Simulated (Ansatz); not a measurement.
# SnO2 (Cassiterite): the cost of one run

Method: DFT PBE, scalar-relativistic, plane waves, PAW, in Ansatz 0.2.0.

1 further run of the same task is left out (set aside as unsound or not needed).

## 1. Starting point

It takes space group P4_2/mnm (No. 136, tetragonal). Conventional cell: a = 4.797 Å, b = 4.797 Å, c = 3.267 Å, α = 90.00°, β = 90.00°, γ = 90.00°. Around Sn (site symmetry mmm) lie 6 O at 2.08 to 2.10 Å. Around O (site symmetry m2m) lie 3 Sn at 2.08 to 2.10 Å.

As a file:

```cif
data_structure
_symmetry_space_group_name_H-M 'P4_2/mnm'
_symmetry_Int_Tables_number 136
_cell_length_a 4.7968
_cell_length_b 4.7968
_cell_length_c 3.2675
_cell_angle_alpha 90.000
_cell_angle_beta 90.000
_cell_angle_gamma 90.000
_cell_volume 75.18
loop_
_atom_site_label
_atom_site_type_symbol
_atom_site_symmetry_multiplicity
_atom_site_Wyckoff_symbol
_atom_site_fract_x
_atom_site_fract_y
_atom_site_fract_z
_atom_site_occupancy
Sn1 Sn 2 a 0.00000 0.00000 0.00000 1
O1 O 4 f 0.30589 0.30589 0.00000 1
```

It is the result of an earlier relaxation at this level (volume 12.53 Å³/atom; gap on the mesh: 0.39 eV).

## 2. Linear response at Γ

The input, input.yaml:

```yaml
crystal:
  lattice:
    - [4.7968257153, 0.0, 0.0]
    - [0.0, 4.7968257153, 0.0]
    - [0.0, 0.0, 3.267464658]
  atoms:
    - { symbol: Sn, position: [0.0, 0.0, 0.0] }
    - { symbol: Sn, position: [0.5, 0.5, 0.5] }
    - { symbol: O, position: [0.3058893235, 0.3058893235, 0.0] }
    - { symbol: O, position: [0.1941106765, 0.8058893235, 0.5] }
    - { symbol: O, position: [0.6941106765, 0.6941106765, 0.0] }
    - { symbol: O, position: [0.8058893235, 0.1941106765, 0.5] }
basis:
  ecutwfc: 240.0
kpoints:
  mp_grid: { grid: [8, 8, 12] }
hamiltonian:
  xc: pbe
scf:
  occupations: { method: fixed }
output:
  eigenvalues: true
phonons:
  method: dfpt
  dielectric: true
  rigid_motions: translations
  eigenvectors: true
```

Run with:

```bash
$ ansatz run input.yaml --threads 1 --pin off --max-ram 2560MiB --backend cpu --events-out ev --progress --plain --runs-dir out
```

Q: Estimate wall time and peak memory on 1 thread of Intel Xeon Platinum 8259CL at 2.50GHz (Skylake/Cascade Lake), shared host.

About 11 min, with a peak of 1.7 GiB.
